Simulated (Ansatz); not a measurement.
I need a formation energy from the elements of LuZr and its elements. Use Ansatz's Python interface. Use (first run): PBEsol, PAW, cutoff 520 eV, 16×16×9 k-points, Fermi-Dirac smearing of 0.1 eV.

Input file `luzr_luzr.vasp`:
```text
LuZr
1.0
   3.37173178    0.00000000    0.00000000
  -1.68586589    2.92000537    0.00000000
   0.00000000    0.00000000    5.26147191
Lu Zr
1 1
Direct
   0.00000000    0.00000000    0.00000000
   0.33333333    0.66666667    0.50000000
```

Input file `luzr_lu.xyz`:
```text
2
Lattice="3.5031 0.0 0.0 -1.75155 3.03377359 0.0 0.0 0.0 5.5509" Properties=species:S:1:pos:R:3 pbc="T T T"
Lu   -0.00000000    2.02251573    1.38772500
Lu    1.75155000    1.01125786    4.16317500
```

The script reads `luzr_zr.extxyz`:
```text
2
Lattice="3.232 0.0 0.0 -1.616 2.7989941 0.0 0.0 0.0 5.147" Properties=species:S:1:pos:R:3 pbc="T T T"
Zr   -0.00000000    1.86599607    1.28675000
Zr    1.61600000    0.93299803    3.86025000
```

`luzr.py`
```python
# -*- coding: utf-8 -*-
from collections import Counter
import warnings

import ansatz as az
from ase.io import read
import numpy as np


def run_phase(name, crystal):
    calc = crystal.calculation()
    calc = calc.functional('pbesol').basis(520)
    calc = calc.kpoints(spacing=0.14).occupations('fermi_dirac', width=0.1)
    calc = calc.stress()
    calc = calc.relax(force_tolerance=0.01, cell=True)
    return calc.run(threads=1)


def counts(outcome):
    return Counter(site.symbol for site in outcome.lattice.sites)

def formation_energy(outcome, mu):
    n = counts(outcome)
    return (outcome.report['energy_sigma0_ev'] - sum(k * mu[element] for element, k in n.items())) / sum(n.values())


def volume_per_atom(outcome):
    return abs(np.linalg.det(outcome.lattice.cell_ang)) / len(outcome.lattice.sites)

warnings.simplefilter('ignore', az.DeckWarning)

phases = {}
atoms = read('luzr_luzr.vasp', format='vasp')
luzr = az.Crystal.from_ase(atoms)
phases['LuZr'] = luzr
lu = az.Crystal.from_extxyz('luzr_lu.xyz')
phases['Lu'] = lu
zr = az.Crystal.from_extxyz('luzr_zr.extxyz')
phases['Zr'] = zr

done = {name: run_phase(name, crystal) for name, crystal in phases.items()}

references = {'Lu': 'Lu', 'Zr': 'Zr'}
mu = {element: done[name].report['energy_sigma0_ev'] / len(done[name].lattice.sites) for element, name in references.items()}

target = done['LuZr']
heat = formation_energy(target, mu)
rows = [(name, len(o.lattice.sites), volume_per_atom(o), formation_energy(o, mu)) for name, o in done.items()]
print('     phase       atoms  V (A^3/atom)  E_form (eV/atom)')
for row in rows:
    print(f'{str(row[0]):>10}  {row[1]:10d}  {row[2]:12.3f}  {row[3]:16.4f}')
```

```console
$ python luzr.py
     phase       atoms  V (A^3/atom)  E_form (eV/atom)
      LuZr           2        24.610            0.0460
        Lu           2        27.553            0.0000
        Zr           2        22.469            0.0000
```

Caveats:
- The cells come from databases of deposited and of computed structures, and not all need be stable phases.
- The compound is the structure given, not necessarily its lowest; energies are at zero temperature, with no correction for gases. A semilocal functional's error on such energies is often 0.05 to 0.1 eV an atom, and 0.1 to 0.3 eV against gases such as O2 or F2.
- Finished in 4.1 min on 1 thread of Arm Neoverse V2, with other jobs on the host, peak memory 0.68 GiB.
